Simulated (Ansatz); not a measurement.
Consider cell relaxations under several functionals of BaRhO3, space group Pm-3m (Ansatz 0.2.0, Python API).

Script `barho3_lattice.py`:
```python
'''How the lattice of BaRhO3 depends on the functional.'''

import argparse
import warnings

import ansatz as az
import numpy as np

parser = argparse.ArgumentParser(description='How the lattice of BaRhO3 depends on the functional.')
parser.add_argument('--filling', required=True, help='how the bands are filled')
parser.add_argument('--smearing-width', type=float, default=0.15, help='smearing width (eV)')
parser.add_argument('--beta', type=float, required=True, help='density mixing step')
parser.add_argument('--fmax', type=float, default=0.01, help='force threshold (eV/A)')
args = parser.parse_args()

def edges_and_angles(cell):
    cell = np.asarray(cell)
    a, b, c = np.linalg.norm(cell, axis=1)
    cosines = cell[1] @ cell[2] / (b * c), cell[0] @ cell[2] / (a * c), cell[0] @ cell[1] / (a * b)
    return (a, b, c, *np.degrees(np.arccos(cosines)))


def main() -> None:
    warnings.simplefilter('ignore', az.DeckWarning)

    structure = (
        az.Lattice.of([4.094455, 0.0, 0.0], [0.0, 4.094455, 0.0], [0.0, 0.0, 4.094455])
        .atom('Ba', [0.0, 0.0, 0.0])
        .atom('Rh', [0.5, 0.5, 0.5])
        .atom('O', [0.5, 0.0, 0.5])
        .atom('O', [0.0, 0.5, 0.5])
        .atom('O', [0.5, 0.5, 0.0])
    )

    setup = (
        structure.calculation()
        .basis(28 * az.Ry)
        .kpoints(3, center='monkhorst-pack')
        .occupations(args.filling, width=args.smearing_width)
        .mixing('anderson', ndim=6, beta=args.beta)
        .relax(cell=True, force_tolerance=args.fmax, density_extrapolation='none')
    )

    levels = [('lda', 'none'), ('blyp', 'd3bj'), ('pbesol', 'd3bj')]
    print('level            a       b       c    alpha   beta  gamma  V/atom  steps')
    for name, dispersion in levels:
        seen = []
        run = setup.functional(name, dispersion=dispersion).session().plan()
        res = run.execute(on_event=lambda e: seen.append(e) if e['event'] == 'relax_step' else None)
        cell = res.lattice.cell_ang
        label = name if dispersion == 'none' else f'{name}+{dispersion}'
        print('{:13s} {:7.4f} {:7.4f} {:7.4f} {:6.2f} {:6.2f} {:6.2f}'.format(label, *edges_and_angles(cell)), f'{abs(np.linalg.det(cell)) / len(res.lattice.sites):7.3f} {len(seen):5d}')


if __name__ == '__main__':
    main()
```

Rank the levels of theory by the volume of the relaxed cell.

From smallest to largest: LDA (12.34 Å³ an atom, -10.1 % against the start), PBEsol+D3BJ (12.46 Å³ an atom, -9.2 % against the start) and BLYP+D3BJ (13.33 Å³ an atom, -2.9 % against the start). The spread is 8.1 % in volume.

The run itself:

Output of `python barho3_lattice.py --filling gaussian --beta 0.4`:
```text
level            a       b       c    alpha   beta  gamma  V/atom  steps
lda            3.9513  3.9513  3.9513  90.00  90.00  90.00  12.338     9
blyp+d3bj      4.0548  4.0548  4.0548  90.00  90.00  90.00  13.334     6
pbesol+d3bj    3.9645  3.9645  3.9645  90.00  90.00  90.00  12.462     9
```

Caveats:
- The settings weren't tested for convergence.
- The cutoff lies under the one recommended for these potentials.
- The cell holds an odd number of electrons and is run without spin, so a magnetic state may lie lower.
- Forces vanish by symmetry, so the ions can't move, and the end may be a saddle.
- BLYP and dispersion corrections can be off by several per cent in the lattices of metals, and by several GPa in the pressure at a fixed cell.
- For a metal this mesh is far too coarse, so the numbers only illustrate the procedure.
- This cell is a computed structure, which may not be the phase found in nature.
- The script silences the warnings on its input, which a real study should read.
- The whole script took 20 s on 1 thread of Arm Neoverse V1, with other jobs on the host, peak memory 0.41 GiB.
